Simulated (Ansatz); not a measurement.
Born–Oppenheimer molecular dynamics of a periodic cell of 23 atoms, Li4Mn5Sn2O12 (host Li5Mn5Sn2O12, host structure C2, one Li atom removed), cell charge -1. It starts from an unrelaxed structure (largest force component 1.46 eV/Å).

The calculation used DFT PBEsol, scalar-relativistic, plane waves, PAW (Ansatz 0.2.0). Settings: accuracy low, cutoff 420 eV, k mesh 2x2x1, fermi-dirac smearing 0.05 eV, spin collinear.

```json
{
  "ensemble": "NVT, Langevin thermostat",
  "time step": "1 fs",
  "steps asked": "180",
  "set temperature": "1200 K",
  "friction": "0.05 /fs",
  "seed": "960982"
}
```

First frame:

```xyz
23
Lattice="2.7086 -4.6622 0.0000 2.7086 4.6622 0.0000 -1.7435 0.0000 10.1125" Properties=species:S:1:pos:R:3
Li 2.781 0.756 7.531
Li 3.656 -0.806 2.606
Li 0.893 0.756 2.581
Li 1.837 -3.869 5.056
Mn 2.709 3.905 0.000
Mn 0.952 -2.368 2.596
Mn 2.722 -2.368 7.516
Mn 2.709 0.768 0.000
Mn 1.837 -0.729 5.056
Sn 1.837 2.360 5.056
Sn 2.709 -2.316 0.000
O 0.003 -0.887 3.787
O 3.671 -0.887 6.326
O 1.934 2.332 8.918
O 1.740 2.332 1.194
O 2.657 0.808 3.862
O 1.017 0.808 6.251
O 1.839 -0.852 8.880
O 1.835 -0.852 1.233
O 2.761 -2.241 3.898
O 0.913 -2.241 6.214
O -0.884 0.866 8.865
O 4.558 0.866 1.248
```

What does the run give?

The run went to its last step.

```yaml
steps_done: 180
time_covered: 180 fs
mean_temperature_over_the_second_half: 1121 K
spread_of_the_potential_energy_over_the_second_half: 20.1 meV per atom
mean_potential_energy_of_the_second_half_above_the_start: 80.3 meV per atom
```

A run of 0.18 ps of so small a system gives no equilibrium averages. No Hubbard correction was used and the magnetic state wasn't searched. Limits of this set-up: coarse k mesh, low accuracy level, charged cell in a uniform background, uncorrected.

What happens to the structure?

Mean squared displacements from the first frame to the last, about the centre of mass: Li 0.20 Å², Mn 0.04 Å², Sn 0.03 Å², O 0.07 Å². The details hang on the random start.

How do temperature and energy run in time?


| time (fs) | T (K) | potential energy less start (eV) |
| --- | --- | --- |
| 0.0 | 1148 | 0.000 |
| 9.0 | 736 | 0.481 |
| 18.0 | 1086 | 0.829 |
| 27.0 | 691 | 1.685 |
| 36.0 | 973 | 2.140 |
| 45.0 | 905 | 2.232 |
| 54.0 | 1032 | 2.026 |
| 63.0 | 1251 | 1.933 |
| 72.0 | 1408 | 1.515 |
| 81.0 | 1182 | 1.821 |
| 90.0 | 972 | 2.001 |
| 99.0 | 740 | 1.716 |
| 108.0 | 1245 | 1.319 |
| 117.0 | 1465 | 1.488 |
| 126.0 | 1236 | 2.369 |
| 135.0 | 795 | 2.816 |
| 144.0 | 939 | 2.223 |
| 153.0 | 1343 | 1.983 |
| 162.0 | 1236 | 1.414 |
| 171.0 | 1082 | 1.403 |
| 180.0 | 1468 | 1.728 |

Time of the run: 25 min on 2 threads of Arm Neoverse V2, on a shared host, peak memory 0.85 GiB.
